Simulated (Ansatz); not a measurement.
What does this script print? It uses Ansatz's Python interface.

`ch5al2n.py`:
```python
"""Rigid torsion scan of CH5Al2N."""

import warnings

import ansatz as az
from ase import Atoms

warnings.simplefilter("ignore", az.DeckWarning)

atoms = Atoms(["Al", "N", "C", "Al", "H", "H", "H", "H", "H"], positions=[
    (-0.3809, 1.0757, -1.1767),
    (-0.4382, -0.6923, -0.5346),
    (0.746, -1.0115, 0.2276),
    (-0.6047, -0.5419, 1.3785),
    (-0.4418, 1.3778, -2.7806),
    (-0.0124, 2.3342, -0.2181),
    (1.0515, -2.0913, 0.1934),
    (1.6559, -0.2733, 0.1304),
    (-1.4869, -0.2237, 2.763),
])

# relax first, so that the scan starts from a minimum
first = (
    az.Crystal.molecule_from_ase(atoms).calculation()
    .basis(gaussian="def2-SVP")
    .functional("R2SCAN0")
    .relax(force_tolerance=0.02, max_steps=80)
)
atoms.positions = first.run(threads=1, backend="cpu").report["positions_ang"]

start = atoms.get_dihedral(2, 1, 0, 4)
energies = {}
for turn in range(0, 360, 30):
    turned = atoms.copy()
    turned.set_dihedral(2, 1, 0, 4, start + turn, indices=[0, 4, 5])
    job = (
        az.Crystal.molecule_from_ase(turned).calculation()
        .basis(gaussian="def2-SVP")
        .functional("R2SCAN0")
    )
    energies[round((start + turn) % 360)] = job.run(threads=1, backend="cpu").report["free_energy_ev"]
floor = min(energies.values())
print("dihedral C2-N1-Al0-H4 (deg)   E - E(min) (kcal/mol)")
for angle, e in sorted(energies.items()):
    print(f"{angle:8d} {23.060548 * (e - floor):14.3f}  " + "#" * int(30 * (e - floor) / max(max(energies.values()) - floor, 1e-9)))
```

```console
$ python ch5al2n.py
dihedral C2-N1-Al0-H4 (deg)   E - E(min) (kcal/mol)
       0          0.147
      30          1.608  #######
      60          4.807  #####################
      90          6.559  #############################
     120          4.809  #####################
     150          1.537  #######
     180          0.000
     210          1.502  ######
     240          4.770  #####################
     270          6.562  ##############################
     300          4.853  ######################
     330          1.648  #######
```

The scan is rigid and the energies are electronic, in a modest basis. With rigid groups the curve can differ much from the relaxed path, the start wasn't checked as a minimum of this torsion, and equivalent turns needn't return to the same energy. Finished in 3.5 min on 1 thread of Arm Neoverse V2 (shared host), peak memory 0.27 GiB.
